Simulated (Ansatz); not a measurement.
**C₂H₃IO: how energies converge with the basis set**

An exercise on one series of results from a longer session: the logs are not shown, and one member is left open.

The runs use Ansatz 0.2.0, Gaussian basis; one geometry, several basis sets.

Plan: PBE0-D4/def2-SVP; ωB97M-V/def2-SVP; PBE0-D4/def2-QZVPP; ωB97M-V/def2-QZVPP; the functionals' def2-TZVPP values are taken from earlier runs.

## The geometry

The geometry comes from an earlier relaxation with PBE0-D4 in a triple-zeta def2 set; it is a stationary point, not always the lowest conformer. I takes the def2 core potential; no spin-orbit term is included.

SMILES `CC(=O)I`, 7 atoms, charge 0, spin multiplicity 1.

Atoms are counted from 1 here; the program's logs count them from 0.

Bond lengths: C1–C2 1.492 Å, C1–H5 1.090 Å, C1–H6 1.091 Å, C1–H7 1.091 Å, C2–O3 1.175 Å, C2–I4 2.199 Å. Angles: C2–C1–H5 109.4°, C2–C1–H6 109.2°, C2–C1–H7 109.2°, H5–C1–H6 110.8°, H5–C1–H7 110.8°, H6–C1–H7 107.4°, C1–C2–O3 128.0°, C1–C2–I4 111.9°, O3–C2–I4 120.1°.

The first run:

Contents of in.yaml:

```yaml
crystal:
  periodic: [false, false, false]
  atoms:
    - {symbol: C, position_ang: [0.277404, 0.648553, 0.166203]}
    - {symbol: C, position_ang: [-0.029004, -0.803004, 0.010061]}
    - {symbol: O, position_ang: [0.562661, -1.718536, 0.449344]}
    - {symbol: I, position_ang: [-1.827877, -1.133717, -1.210352]}
    - {symbol: H, position_ang: [1.172183, 0.766222, 0.778107]}
    - {symbol: H, position_ang: [0.420959, 1.092465, -0.820175]}
    - {symbol: H, position_ang: [-0.576326, 1.148017, 0.626812]}
basis:
  gaussian: {orbitals: def2-SVP}
hamiltonian: {xc: pbe0, dispersion: d4}
output: {orbitals: {seedname: orbitals}}
```

Launch:

```
> ansatz run in.yaml --threads 4 --pin off --events-out ev --progress --plain --max-ram 10444MiB
```

Steps of the session up to this table: PBE0-D4 in def2-SVP; ωB97M-V in def2-SVP; PBE0-D4 in def2-QZVPP; ωB97M-V in def2-QZVPP.

One of the session's tables, all rows but one given; the rest of the session is left out.

It belongs to the step «Density functionals: the series». 

| functional | basis | HOMO (eV) |
| --- | --- | --- |
| PBE0-D4 | def2-SVP | ? |
| PBE0-D4 | def2-TZVPP | -7.53 |
| PBE0-D4 | def2-QZVPP | -7.55 |
| ωB97M-V | def2-SVP | -9.58 |
| ωB97M-V | def2-TZVPP | -9.70 |
| ωB97M-V | def2-QZVPP | -9.73 |

Estimate the missing values for PBE0-D4, def2-SVP.

As computed: HOMO (eV): -7.43. In the column «HOMO (eV)» it is the highest.
